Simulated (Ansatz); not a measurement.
# InAs (zinc blende): the cost of one run

Computed with Ansatz 0.2.0 (DFT PBE, scalar-relativistic, plane waves, PAW, unless a step's input says otherwise).

## (1) The starting structure

It takes space group F-43m (No. 216, cubic). Conventional cell: a = 6.038 Å, b = 6.038 Å, c = 6.038 Å, α = 90.00°, β = 90.00°, γ = 90.00°. In (site symmetry -43m) has 4 As at 2.61 Å as nearest neighbours. Around As (site symmetry -43m) lie 4 In at 2.61 Å.

Structure file:

```cif
data_structure
_symmetry_space_group_name_H-M 'P 1'
_symmetry_Int_Tables_number 1
_cell_length_a 4.2693
_cell_length_b 4.2693
_cell_length_c 4.2693
_cell_angle_alpha 60.000
_cell_angle_beta 60.000
_cell_angle_gamma 60.000
_cell_volume 55.03
loop_
_atom_site_label
_atom_site_type_symbol
_atom_site_fract_x
_atom_site_fract_y
_atom_site_fract_z
_atom_site_occupancy
In1 In 0.00000 0.00000 0.00000 1
As1 As 0.25000 0.25000 0.25000 1
```

## (2) Phonons: InAs (zinc blende), no spin, volume × 0.99

The input, input.yaml:

```yaml
crystal:
  lattice:
    - [0.0, 3.0188694895, 3.0188694895]
    - [3.0188694895, 0.0, 3.0188694895]
    - [3.0188694895, 3.0188694895, 0.0]
  atoms:
    - { symbol: In, position: [0.0, 0.0, 0.0] }
    - { symbol: As, position: [0.25, 0.25, 0.25] }
scf:
  occupations: { method: gaussian, width: 0.02 }
output: {}
hamiltonian:
  xc: pbe
basis:
  ecutwfc: 500
kpoints:
  mp_grid: { grid: [12, 12, 12] }
phonons:
  method: dfpt
  dielectric: false
  eigenvectors: false
```

Started as:

```bash
$ ansatz run input.yaml --threads 1 --pin off --max-ram 2867MiB --backend cpu --events-out ev --progress --plain --runs-dir out
```

What time and memory should one allow on 1 thread of Intel Xeon at 2.30GHz, shared host?

About 43 s, with a peak of 0.94 GiB.
